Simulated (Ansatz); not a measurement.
# C₂H₄NOSi radical: up Jacob's ladder to CCSD(T)

One table from this session's results is given with a row withheld; the runs are named, their logs left out.

Method: functionals in def2-TZVPP, the program's frozen cores in correlated methods; program: Ansatz 0.2.0, Gaussian basis.

Plan: LDA (SPW92), PBE-D4, revPBE-D4, BLYP-D4, r2SCAN-D4, B97M-V, PBE0-D4, B3LYP-D4, r2SCANh-D4, r2SCAN0-D4, HSE06-D4, BHLYP-D4, CAM-B3LYP-D4, LC-ωPBE, ωB97X-V, ωB97M-V, B2PLYP, PBE-QIDH; CCSD(T)/def2-SVP; CCSD(T)/def2-TZVPP; MP2/def2-QZVPP; extrapolation to the limit; RPA on PBE.

**Structure used throughout**

An earlier PBE0-D4 in a triple-zeta def2 set relaxation fixed the geometry.

SMILES `CO[SiH]C#N`, 9 atoms, charge 0, spin multiplicity 2.

Atoms are counted from 1 here; the program's logs count them from 0.

Bond lengths: C1–O2 1.415 Å, C1–H6 1.090 Å, C1–H7 1.093 Å, C1–H8 1.094 Å, O2–Si3 1.628 Å, Si3–C4 1.850 Å, Si3–H9 1.481 Å, C4–N5 1.155 Å. Angles: O2–C1–H6 107.7°, O2–C1–H7 110.7°, O2–C1–H8 111.3°, H6–C1–H7 108.9°, H6–C1–H8 109.1°, H7–C1–H8 109.1°, C1–O2–Si3 126.4°, O2–Si3–C4 109.4°, O2–Si3–H9 108.2°, C4–Si3–H9 109.4°, Si3–C4–N5 174.0°.

The first run:

in.yaml reads:

```yaml
crystal:
  periodic: [false, false, false]
  atoms:
    - {symbol: C, position_ang: [-1.064228, 0.451114, -0.837282]}
    - {symbol: O, position_ang: [-0.466840, 0.838533, 0.386085]}
    - {symbol: Si, position_ang: [1.048447, 0.496162, 0.873145]}
    - {symbol: C, position_ang: [1.426027, -1.277529, 0.508904]}
    - {symbol: N, position_ang: [1.716876, -2.345614, 0.180632]}
    - {symbol: H, position_ang: [-2.136822, 0.624009, -0.750722]}
    - {symbol: H, position_ang: [-0.673972, 1.050215, -1.664344]}
    - {symbol: H, position_ang: [-0.888747, -0.607944, -1.047441]}
    - {symbol: H, position_ang: [1.127757, 0.724755, 2.334025]}
basis:
  gaussian: {orbitals: def2-TZVPP}
magnetization: {spin_polarized: true, initial_magnetization: 1}
hamiltonian: {xc: lda}
output: {orbitals: {seedname: orbitals}}
```

Command:

```console
$ ansatz run in.yaml --threads 2 --pin off --events-out ev --progress --plain --max-ram 20480MiB --backend cpu
```

Among the steps run: LDA; PBE-D4 (GGA); revPBE-D4 (GGA); BLYP-D4 (GGA); r2SCAN-D4 (meta-GGA); B97M-V (meta-GGA); PBE0-D4 (hybrid); B3LYP-D4 (hybrid); r2SCANh-D4 (hybrid); r2SCAN0-D4 (hybrid); HSE06-D4 (hybrid); BHLYP-D4 (hybrid); CAM-B3LYP-D4 (range-separated); LC-ωPBE (range-separated); ωB97X-V (range-separated); ωB97M-V (range-separated); B2PLYP (double hybrid); PBE-QIDH (double hybrid).

One of the session's tables, all rows but one given; the rest of the session is left out.

```
  functional  HOMO (eV)  LUMO (eV)  gap (eV)
 LDA (SPW92)      -5.43      -4.32      1.10
      PBE-D4      -5.43      -3.89      1.54
   revPBE-D4      -5.41      -3.74      1.66
     BLYP-D4      -5.24      -3.91      1.33
   r2SCAN-D4      -5.80      -3.48      2.31
      B97M-V      -5.52      -4.02      1.49
     PBE0-D4      -6.64      -2.98      3.65
    B3LYP-D4      -6.36      -3.38      2.98
  r2SCANh-D4      -6.24      -3.18      3.06
  r2SCAN0-D4          ?          ?         ?
    HSE06-D4      -6.24      -3.36      2.87
    BHLYP-D4      -7.68      -2.19      5.49
CAM-B3LYP-D4      -7.87      -2.09      5.78
     LC-ωPBE      -9.28      -0.65      8.63
     ωB97X-V      -8.77      -1.19      7.59
     ωB97M-V      -8.41      -1.32      7.09
```

**Question.** Estimate the row for r2SCAN0-D4.

Worked estimate for «HOMO (eV)». Against the share of exact exchange, r2SCAN-D4 (0, -5.80), r2SCANh-D4 (0.1, -6.24) give a slope of -4.40 per unit share; at 0.25 the line stands at -6.90.

**Answer.** HOMO (eV): -6.91; LUMO (eV): -2.73; gap (eV): 4.18. In «HOMO (eV)» the line misses by +0.01.
